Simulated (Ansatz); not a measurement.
This script drives Ansatz 0.2.0, Python API.

The script, `hfb2_smear.py`:
```python
"""Smearing width test for HfB2."""

import ansatz as az

crystal = (
    az.Lattice.from_parameters(3.14, 3.14, 3.48, alpha=90, beta=90, gamma=120)
    .space_group(191)
    .atom("Hf", (0.0, 0.0, 0.0))
    .atom("B", (1 / 3, 2 / 3, 0.5))
)

job = (
    crystal.calculation()
    .functional("pbe")
    .scf(tolerance=1e-10)
    .kpoints(12, 12, 10, center="gamma")
    .basis(550)
)

rows = []
for value in [0.3, 0.2, 0.1, 0.05]:
    summary = job.occupations("cold", width=value).run(threads=1).report
    rows.append((value, summary["free_energy_ev"] / len(summary["lattice"]["sites"]), summary["n_iterations"], summary["n_kpoints"]))

print("  width (eV)   F/atom (eV)    iterations      k-points")
for row in rows:
    print(f"{str(row[0]):>12s}  {row[1]:12.5f}  {row[2]:12d}  {row[3]:12d}")

# differences from the last row
for row in rows[:-1]:
    shift = 1000 * (row[1] - rows[-1][1])
    print(f"{row[0]}: {shift:+.2f} meV/atom" + ("  (within 5 meV)" if abs(shift) < 5 else ""))
```

It is started by `python hfb2_smear.py`. Estimate its wall time and peak memory on 1 thread of Intel(R) Xeon(R) Processor @ 2.30GHz (shared host).

It took about 16 s, with a peak of 0.54 GiB, for 4 runs of the engine.

```console
$ python hfb2_smear.py
  width (eV)   F/atom (eV)    iterations      k-points
         0.3   -5345.40730             8           114
         0.2   -5345.40695             7           114
         0.1   -5345.40661             8           114
        0.05   -5345.40647             7           114
0.3: -0.83 meV/atom  (within 5 meV)
0.2: -0.48 meV/atom  (within 5 meV)
0.1: -0.14 meV/atom  (within 5 meV)
```

Going from 0.05 to 0.3 eV changes F by -0.8 meV an atom. This scheme is built to cancel the term in the square of the width, so the shifts stay small and are partly the mesh's error.

Reading the output:
- The narrowest width needs the finest mesh, so the last row is no converged reference.
- Spin-orbit coupling, which matters for elements this heavy, is left out.
- The structure is a deposited one; some such entries were measured under pressure or heat, so a shift against it needn't be the functional's error alone.
